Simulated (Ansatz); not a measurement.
# Mg2NCl: the cost of one run

Computed with Ansatz 0.2.0 (reference: DFT, HSE06, plane waves, PAW, unless a step's input says otherwise).

**1. The starting structure**

It takes space group R-3m (No. 166, trigonal). The conventional cell has a = 3.293 Å, b = 3.293 Å, c = 17.814 Å, α = 90.00°, β = 90.00°, γ = 120.00°. Mg (site symmetry 3m) is surrounded by 3 N at 2.15 Å and 3 Cl at 2.74 Å. Around N (site symmetry -3m) lie 6 Mg at 2.15 Å. Cl (site symmetry -3m) is surrounded by 6 Mg at 2.74 Å.

Coordinates:

```xyz
4
Lattice="1.6466 0.9507 5.9380 -1.6466 0.9507 5.9380 0.0000 -1.9013 5.9380" Properties=species:S:1:pos:R:3 pbc="T T T"
Mg    0.0000    0.0000    3.9709
Mg    0.0000    0.0000   13.8430
N     0.0000    0.0000    8.9069
Cl    0.0000    0.0000    0.0000
```

**2. The reference run**

input.yaml

```yaml
crystal:
  lattice:
    - [1.6466125277, 0.9506721861, 5.9379615109]
    - [-1.6466125277, 0.9506721861, 5.9379615109]
    - [0.0, -1.9013443722, 5.9379615109]
  atoms:
    - { symbol: Mg, position: [0.222910412, 0.222910412, 0.222910412] }
    - { symbol: Mg, position: [0.777089588, 0.777089588, 0.777089588] }
    - { symbol: "N", position: [0.5, 0.5, 0.5] }
    - { symbol: Cl, position: [0.0, 0.0, 0.0] }
kpoints:
  mp_grid: { grid: [4, 4, 4] }
hamiltonian:
  xc: hse06
scf:
  occupations: { method: fixed }
  n_extra_bands: 5
output:
  forces: true
  stress: true
  eigenvalues: true
```

Started as:

```
$ ansatz run input.yaml --threads 4 --pin off --max-ram 4608MiB --backend cpu --events-out ev --progress --plain --runs-dir out
```

Q: Estimate wall time and peak memory on 4 threads of Arm Neoverse V1, shared host.

About 9.5 s, with a peak of 0.83 GiB.
